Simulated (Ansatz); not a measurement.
# GeH₅ (doublet): from Hartree-Fock to the top rungs at distance Ge1–H5 along a hydrogen transfer = 1.625 Å, cc-pVDZ

Aim: climb from Hartree-Fock through coupled cluster and multireference methods for GeH₅ (doublet) at one geometry and basis, and see what each rung misses.

Method: cc-pVDZ, core rule «outside noble gas», up to 14 orbitals frozen; program: Ansatz 0.2.0, Gaussian basis.

To be run: UHF; CCSD(T) on ROHF; CCSD(T) on UHF; BCCD(T) on ROHF; CISD; CCSDT(Q) on ROHF; CCSDT(Q) on UHF; CASSCF and MRCISD+Q, 3 electrons in 3 orbitals; CASSCF and NEVPT2, 3 electrons in 3 orbitals; CASSCF and MRCISD+Q, 9 electrons in 9 orbitals; CASSCF and NEVPT4(SD), 9 electrons in 9 orbitals; CASSCF and NEVPT2, 9 electrons in 9 orbitals.

7 further runs of the same task are left out: 7 that didn't finish.

### 1 The system

The geometry derives from fragments relaxed apart (PBE0/def2-TZVP) and kept rigid, so it is no stationary point. A hydrogen atom is moved between rigid fragments. No spin-orbit coupling is included. The filled d shell of Ge may be among the frozen orbitals whatever the setting's name suggests; the logs give the count.

6 atoms, charge 0, spin multiplicity 2.

Atoms are counted from 1 here; the program's logs count them from 0.

Bond lengths: Ge1–H2 1.534 Å, Ge1–H3 1.534 Å, Ge1–H4 1.534 Å, Ge1–H5 1.625 Å. Angles: H2–Ge1–H3 109.5°, H2–Ge1–H4 109.5°, H2–Ge1–H5 109.5°, H3–Ge1–H4 109.5°, H3–Ge1–H5 109.5°, H4–Ge1–H5 109.5°.

### 2 UHF

in.yaml reads:

```yaml
crystal:
  periodic: [false, false, false]
  atoms:
    - {symbol: Ge, position_ang: [-0.034848, 0.000000, 0.000000]}
    - {symbol: H, position_ang: [-0.546298, 1.446599, 0.000000]}
    - {symbol: H, position_ang: [-0.546298, -0.723300, 1.252791]}
    - {symbol: H, position_ang: [-0.546298, -0.723299, -1.252792]}
    - {symbol: H, position_ang: [1.590152, 0.000000, 0.000000]}
    - {symbol: H, position_ang: [2.560152, 0.000000, 0.000000]}
basis:
  gaussian: {orbitals: cc-pVDZ}
magnetization: {spin_polarized: true, initial_magnetization: 1}
hamiltonian: {xc: hf}
output: {orbitals: {seedname: orbitals}}
```

The run is started by

```
> ansatz run in.yaml --threads 1 --pin off --events-out ev --progress --plain --max-ram 2393MiB
```

After this run come: CCSD(T) on ROHF; CCSD(T) on UHF; BCCD(T) on ROHF; CISD; CCSDT(Q) on ROHF; CCSDT(Q) on UHF; CASSCF and MRCISD+Q, 3 electrons in 3 orbitals; CASSCF and NEVPT2, 3 electrons in 3 orbitals; CASSCF and MRCISD+Q, 9 electrons in 9 orbitals; CASSCF and NEVPT4(SD), 9 electrons in 9 orbitals; CASSCF and NEVPT2, 9 electrons in 9 orbitals.

Q: Predict the results of all the runs planned. Wanted: UCCSDT(Q) below the RHF energy; RMP2 from UCCSDT(Q); UMP2 from UCCSDT(Q); RCCSD from UCCSDT(Q); RCCSD(T) from UCCSDT(Q); UCCSD(T) from UCCSDT(Q); RCCSDT(Q) from UCCSDT(Q); NEVPT2 pair from UCCSDT(Q); NEVPT2 valence from UCCSDT(Q).

As calculated:

| quantity | value |
| --- | --- |
| UCCSDT(Q) below the RHF energy | -4.5492 eV |
| RMP2 from UCCSDT(Q) | +23.35 kcal/mol |
| UMP2 from UCCSDT(Q) | +23.57 kcal/mol |
| RCCSD from UCCSDT(Q) | +2.42 kcal/mol |
| RCCSD(T) from UCCSDT(Q) | +0.53 kcal/mol |
| UCCSD(T) from UCCSDT(Q) | +0.50 kcal/mol |
| RCCSDT(Q) from UCCSDT(Q) | +0.04 kcal/mol |
| NEVPT2 pair from UCCSDT(Q) | +22.22 kcal/mol |
| NEVPT2 valence from UCCSDT(Q) | +18.37 kcal/mol |
| NEVPT4(SD) valence from UCCSDT(Q) | +2.63 kcal/mol |
| levels within 1 kcal/mol (43 meV) | RCCSD(T), UCCSD(T), BCCD(T), RCCSDT, UCCSDT, RCCSDT(Q), MRCISD+Q valence |
| T1 diagnostic | 0.022 |
| effectively unpaired electrons | 1.02 |

**Reading.** RCCSD(T) lands +0.53 kcal/mol from the yardstick (0.5 % of the correlation energy). One determinant dominates. Of the multireference levels listed MRCISD+Q valence comes nearest in total energy (+0.30 kcal/mol), which doesn't show that its space is the better one. These misses are within one basis, not against nature; the frozen cores of restricted and unrestricted runs differ, which can shift their rows.
